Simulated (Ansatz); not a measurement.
**C2H6FMoNO2: a ladder of functionals and wavefunction methods**

One table from this session's results is given with a row withheld; the runs are named, their logs left out.

The runs use Ansatz 0.2.0, Gaussian basis; functionals in def2-TZVPP, the program's frozen cores in correlated methods.

The runs, in order: LDA (SPW92), PBE-D4, revPBE-D4, BLYP-D4, r2SCAN-D4, B97M-V, PBE0-D4, B3LYP-D4, r2SCANh-D4, r2SCAN0-D4, HSE06-D4, BHLYP-D4, CAM-B3LYP-D4, LC-ωPBE, ωB97X-V, ωB97M-V, B2PLYP, PBE-QIDH; CCSD(T)/def2-SVP; CCSD(T)/def2-TZVPP; MP2/def2-QZVPP; extrapolation to the limit; RPA on PBE.

## The geometry

All runs share one geometry, relaxed beforehand with PBE0-D4 in a triple-zeta def2 set. Mo takes the def2 core potential; no spin-orbit term is included.

13 atoms, charge 0, spin multiplicity 1.

Atoms are counted from 1 here; the program's logs count them from 0.

Bond lengths: C1–N2 1.449 Å, C1–H8 1.096 Å, C1–H9 1.090 Å, C1–H10 1.096 Å, N2–C3 1.449 Å, N2–Mo4 1.905 Å, C3–H11 1.096 Å, C3–H12 1.096 Å, C3–H13 1.090 Å, Mo4–O5 1.681 Å, Mo4–O6 1.680 Å, Mo4–F7 1.861 Å. Angles: N2–C1–H8 110.3°, N2–C1–H9 110.9°, N2–C1–H10 110.3°, H8–C1–H9 108.5°, H8–C1–H10 108.3°, H9–C1–H10 108.5°, C1–N2–C3 113.7°, C1–N2–Mo4 123.2°, C3–N2–Mo4 122.9°, N2–C3–H11 110.2°, N2–C3–H12 110.3°, N2–C3–H13 110.9°, H11–C3–H12 108.3°, H11–C3–H13 108.5°, H12–C3–H13 108.5°, N2–Mo4–O5 107.8°, N2–Mo4–O6 107.7°, N2–Mo4–F7 108.6° and more.

The first run:

File in.yaml:

```yaml
crystal:
  periodic: [false, false, false]
  atoms:
    - {symbol: C, position_ang: [-0.692238, -0.435226, 1.284950]}
    - {symbol: N, position_ang: [0.006391, -0.118479, 0.055790]}
    - {symbol: C, position_ang: [1.062223, -1.054818, -0.272904]}
    - {symbol: Mo, position_ang: [-0.336668, 1.453988, -0.962992]}
    - {symbol: O, position_ang: [1.107653, 1.924723, -1.681895]}
    - {symbol: O, position_ang: [-0.917470, 2.629075, 0.088556]}
    - {symbol: F, position_ang: [-1.608466, 1.053872, -2.261837]}
    - {symbol: H, position_ang: [-1.206781, -1.398204, 1.191606]}
    - {symbol: H, position_ang: [-1.430492, 0.330664, 1.520798]}
    - {symbol: H, position_ang: [0.017144, -0.503901, 2.117993]}
    - {symbol: H, position_ang: [0.643423, -2.051965, -0.449216]}
    - {symbol: H, position_ang: [1.779546, -1.124076, 0.553242]}
    - {symbol: H, position_ang: [1.596035, -0.740253, -1.169293]}
basis:
  gaussian: {orbitals: def2-TZVPP}
hamiltonian: {xc: lda}
output: {orbitals: {seedname: orbitals}}
```

Started as:

```sh
$ ansatz run in.yaml --threads 2 --pin off --events-out ev --progress --plain --max-ram 32768MiB --backend cuda --devices 0, --max-vram 18GiB
```

Among the steps run: LDA; PBE-D4 (GGA); revPBE-D4 (GGA); BLYP-D4 (GGA); r2SCAN-D4 (meta-GGA); B97M-V (meta-GGA); B3LYP-D4 (hybrid); r2SCANh-D4 (hybrid); r2SCAN0-D4 (hybrid); HSE06-D4 (hybrid); BHLYP-D4 (hybrid); CAM-B3LYP-D4 (range-separated); LC-ωPBE (range-separated); ωB97X-V (range-separated); ωB97M-V (range-separated); B2PLYP (double hybrid); PBE-QIDH (double hybrid).

One of the session's tables, all rows but one given; the rest of the session is left out.

| functional | HOMO (eV) | LUMO (eV) | gap (eV) |
| --- | --- | --- | --- |
| LDA (SPW92) | -6.72 | -3.04 | 3.68 |
| PBE-D4 | -6.52 | -2.80 | 3.72 |
| revPBE-D4 | -6.45 | -2.71 | 3.73 |
| BLYP-D4 | -6.43 | -2.71 | 3.72 |
| r2SCAN-D4 | -6.79 | -2.76 | 4.03 |
| B97M-V | -6.88 | -2.71 | 4.18 |
| PBE0-D4 | -7.83 | -2.02 | 5.82 |
| B3LYP-D4 | -7.64 | -2.25 | 5.39 |
| r2SCANh-D4 | -7.28 | -2.46 | 4.82 |
| r2SCAN0-D4 | -8.02 | -1.99 | 6.03 |
| HSE06-D4 | -7.43 | -2.40 | 5.03 |
| BHLYP-D4 | -9.09 | -1.16 | 7.93 |
| CAM-B3LYP-D4 | ? | ? | ? |
| LC-ωPBE | -10.44 | 0.22 | 10.66 |
| ωB97X-V | -10.12 | 0.15 | 10.27 |
| ωB97M-V | -10.04 | 0.11 | 10.15 |

Q: Estimate the row for CAM-B3LYP-D4 from the others.

**Answer.** HOMO (eV): -9.19; LUMO (eV): -0.93; gap (eV): 8.25. In the column «HOMO (eV)» it lies between ωB97M-V (-10.04) and BHLYP-D4 (-9.09).
